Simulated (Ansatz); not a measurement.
# Ca26MgO27: the cost of one run

Method: DFT, PBE, plane-wave PAW, default files, scalar-relativistic, as far as a step names no other, in Ansatz 0.2.0.

## Step 1: The starting structure

Symmetry: Fm-3m, No. 225, cubic system. The conventional cell has a = 14.421 Å, b = 14.421 Å, c = 14.421 Å, α = 90.00°, β = 90.00°, γ = 90.00°. Around Mg (site symmetry m-3m) lie 6 O at 2.40 Å. Ca (site symmetry mm2) is surrounded by 6 O at 2.40 Å. Ca (site symmetry 3m) has 6 O at 2.40 Å as nearest neighbours. Ca (site symmetry 4mm) is surrounded by 6 O at 2.40 Å. O (site symmetry 3m) has 6 Ca at 2.40 Å as nearest neighbours. O (site symmetry 4mm) is surrounded by 5 Ca at 2.40 Å and 1 Mg at 2.40 Å. O (site symmetry mm2) has 6 Ca at 2.40 Å as nearest neighbours. Around O (site symmetry m-3m) lie 6 Ca at 2.40 Å.

As a file:

```cif
data_structure
_symmetry_space_group_name_H-M 'P 1'
_symmetry_Int_Tables_number 1
_cell_length_a 10.1974
_cell_length_b 10.1974
_cell_length_c 10.1974
_cell_angle_alpha 60.000
_cell_angle_beta 60.000
_cell_angle_gamma 60.000
_cell_volume 749.82
loop_
_atom_site_label
_atom_site_type_symbol
_atom_site_fract_x
_atom_site_fract_y
_atom_site_fract_z
_atom_site_occupancy
Mg1 Mg 0.00000 0.00000 0.00000 1
Ca1 Ca 0.00000 0.00000 0.33333 1
Ca2 Ca 0.00000 0.00000 0.66667 1
Ca3 Ca 0.00000 0.33333 0.00000 1
Ca4 Ca 0.00000 0.33333 0.33333 1
Ca5 Ca 0.00000 0.33333 0.66667 1
Ca6 Ca 0.00000 0.66667 0.00000 1
Ca7 Ca 0.00000 0.66667 0.33333 1
Ca8 Ca 0.00000 0.66667 0.66667 1
Ca9 Ca 0.33333 0.00000 0.00000 1
Ca10 Ca 0.33333 0.00000 0.33333 1
Ca11 Ca 0.33333 0.00000 0.66667 1
Ca12 Ca 0.33333 0.33333 0.00000 1
Ca13 Ca 0.33333 0.33333 0.33333 1
Ca14 Ca 0.33333 0.33333 0.66667 1
Ca15 Ca 0.33333 0.66667 0.00000 1
Ca16 Ca 0.33333 0.66667 0.33333 1
Ca17 Ca 0.33333 0.66667 0.66667 1
Ca18 Ca 0.66667 0.00000 0.00000 1
Ca19 Ca 0.66667 0.00000 0.33333 1
Ca20 Ca 0.66667 0.00000 0.66667 1
Ca21 Ca 0.66667 0.33333 0.00000 1
Ca22 Ca 0.66667 0.33333 0.33333 1
Ca23 Ca 0.66667 0.33333 0.66667 1
Ca24 Ca 0.66667 0.66667 0.00000 1
Ca25 Ca 0.66667 0.66667 0.33333 1
Ca26 Ca 0.66667 0.66667 0.66667 1
O1 O 0.16667 0.16667 0.16667 1
O2 O 0.16667 0.16667 0.50000 1
O3 O 0.16667 0.16667 0.83333 1
O4 O 0.16667 0.50000 0.16667 1
O5 O 0.16667 0.50000 0.50000 1
O6 O 0.16667 0.50000 0.83333 1
O7 O 0.16667 0.83333 0.16667 1
O8 O 0.16667 0.83333 0.50000 1
O9 O 0.16667 0.83333 0.83333 1
O10 O 0.50000 0.16667 0.16667 1
O11 O 0.50000 0.16667 0.50000 1
O12 O 0.50000 0.16667 0.83333 1
O13 O 0.50000 0.50000 0.16667 1
O14 O 0.50000 0.50000 0.50000 1
O15 O 0.50000 0.50000 0.83333 1
O16 O 0.50000 0.83333 0.16667 1
O17 O 0.50000 0.83333 0.50000 1
O18 O 0.50000 0.83333 0.83333 1
O19 O 0.83333 0.16667 0.16667 1
O20 O 0.83333 0.16667 0.50000 1
O21 O 0.83333 0.16667 0.83333 1
O22 O 0.83333 0.50000 0.16667 1
O23 O 0.83333 0.50000 0.50000 1
O24 O 0.83333 0.50000 0.83333 1
O25 O 0.83333 0.83333 0.16667 1
O26 O 0.83333 0.83333 0.50000 1
O27 O 0.83333 0.83333 0.83333 1
```

Atom 1 of the input is the impurity.

## Step 2: First run, atoms as given

input.yaml reads:

```yaml
crystal:
  lattice:
    - [0.0, 7.210667088, 7.210667088]
    - [7.210667088, 0.0, 7.210667088]
    - [7.210667088, 7.210667088, 0.0]
  atoms:
    - { symbol: Mg, position: [0.0, 0.0, 0.0] }
    - { symbol: Ca, position: [0.0, 0.0, 0.3333333333] }
    - { symbol: Ca, position: [0.0, 0.0, 0.6666666667] }
    - { symbol: Ca, position: [0.0, 0.3333333333, 0.0] }
    - { symbol: Ca, position: [0.0, 0.3333333333, 0.3333333333] }
    - { symbol: Ca, position: [0.0, 0.3333333333, 0.6666666667] }
    - { symbol: Ca, position: [0.0, 0.6666666667, 0.0] }
    - { symbol: Ca, position: [0.0, 0.6666666667, 0.3333333333] }
    - { symbol: Ca, position: [0.0, 0.6666666667, 0.6666666667] }
    - { symbol: Ca, position: [0.3333333333, 0.0, 0.0] }
    - { symbol: Ca, position: [0.3333333333, 0.0, 0.3333333333] }
    - { symbol: Ca, position: [0.3333333333, 0.0, 0.6666666667] }
    - { symbol: Ca, position: [0.3333333333, 0.3333333333, 0.0] }
    - { symbol: Ca, position: [0.3333333333, 0.3333333333, 0.3333333333] }
    - { symbol: Ca, position: [0.3333333333, 0.3333333333, 0.6666666667] }
    - { symbol: Ca, position: [0.3333333333, 0.6666666667, 0.0] }
    - { symbol: Ca, position: [0.3333333333, 0.6666666667, 0.3333333333] }
    - { symbol: Ca, position: [0.3333333333, 0.6666666667, 0.6666666667] }
    - { symbol: Ca, position: [0.6666666667, 0.0, 0.0] }
    - { symbol: Ca, position: [0.6666666667, 0.0, 0.3333333333] }
    - { symbol: Ca, position: [0.6666666667, 0.0, 0.6666666667] }
    - { symbol: Ca, position: [0.6666666667, 0.3333333333, 0.0] }
    - { symbol: Ca, position: [0.6666666667, 0.3333333333, 0.3333333333] }
    - { symbol: Ca, position: [0.6666666667, 0.3333333333, 0.6666666667] }
    - { symbol: Ca, position: [0.6666666667, 0.6666666667, 0.0] }
    - { symbol: Ca, position: [0.6666666667, 0.6666666667, 0.3333333333] }
    - { symbol: Ca, position: [0.6666666667, 0.6666666667, 0.6666666667] }
    - { symbol: O, position: [0.1666666667, 0.1666666667, 0.1666666667] }
    - { symbol: O, position: [0.1666666667, 0.1666666667, 0.5] }
    - { symbol: O, position: [0.1666666667, 0.1666666667, 0.8333333333] }
    - { symbol: O, position: [0.1666666667, 0.5, 0.1666666667] }
    - { symbol: O, position: [0.1666666667, 0.5, 0.5] }
    - { symbol: O, position: [0.1666666667, 0.5, 0.8333333333] }
    - { symbol: O, position: [0.1666666667, 0.8333333333, 0.1666666667] }
    - { symbol: O, position: [0.1666666667, 0.8333333333, 0.5] }
    - { symbol: O, position: [0.1666666667, 0.8333333333, 0.8333333333] }
    - { symbol: O, position: [0.5, 0.1666666667, 0.1666666667] }
    - { symbol: O, position: [0.5, 0.1666666667, 0.5] }
    - { symbol: O, position: [0.5, 0.1666666667, 0.8333333333] }
    - { symbol: O, position: [0.5, 0.5, 0.1666666667] }
    - { symbol: O, position: [0.5, 0.5, 0.5] }
    - { symbol: O, position: [0.5, 0.5, 0.8333333333] }
    - { symbol: O, position: [0.5, 0.8333333333, 0.1666666667] }
    - { symbol: O, position: [0.5, 0.8333333333, 0.5] }
    - { symbol: O, position: [0.5, 0.8333333333, 0.8333333333] }
    - { symbol: O, position: [0.8333333333, 0.1666666667, 0.1666666667] }
    - { symbol: O, position: [0.8333333333, 0.1666666667, 0.5] }
    - { symbol: O, position: [0.8333333333, 0.1666666667, 0.8333333333] }
    - { symbol: O, position: [0.8333333333, 0.5, 0.1666666667] }
    - { symbol: O, position: [0.8333333333, 0.5, 0.5] }
    - { symbol: O, position: [0.8333333333, 0.5, 0.8333333333] }
    - { symbol: O, position: [0.8333333333, 0.8333333333, 0.1666666667] }
    - { symbol: O, position: [0.8333333333, 0.8333333333, 0.5] }
    - { symbol: O, position: [0.8333333333, 0.8333333333, 0.8333333333] }
kpoints:
  mp_grid: { grid: [2, 2, 2] }
scf:
  occupations: { method: fermi_dirac, width: 0.01 }
hamiltonian:
  xc: pbe
  pseudopotentials: { kind: paw }
output:
  forces: true
  stress: true
  populations: true
  efg:
    quadrupole_moments_barn: { Mg: 0.1994, Ca: -0.0408, O: -0.02558 }
    contact_densities: true
  write_density: true
  write_potential: true
  elf: true
  volumetric_format: npy
```

Command:

```bash
$ ansatz run input.yaml --threads 1 --pin off --max-ram 3072MiB --backend cpu --events-out ev --progress --plain --runs-dir out
```

What time and memory should one allow on 1 thread of Intel Xeon Platinum 8488C (Sapphire Rapids), shared host?

About 64 s, with a peak of 1.5 GiB.
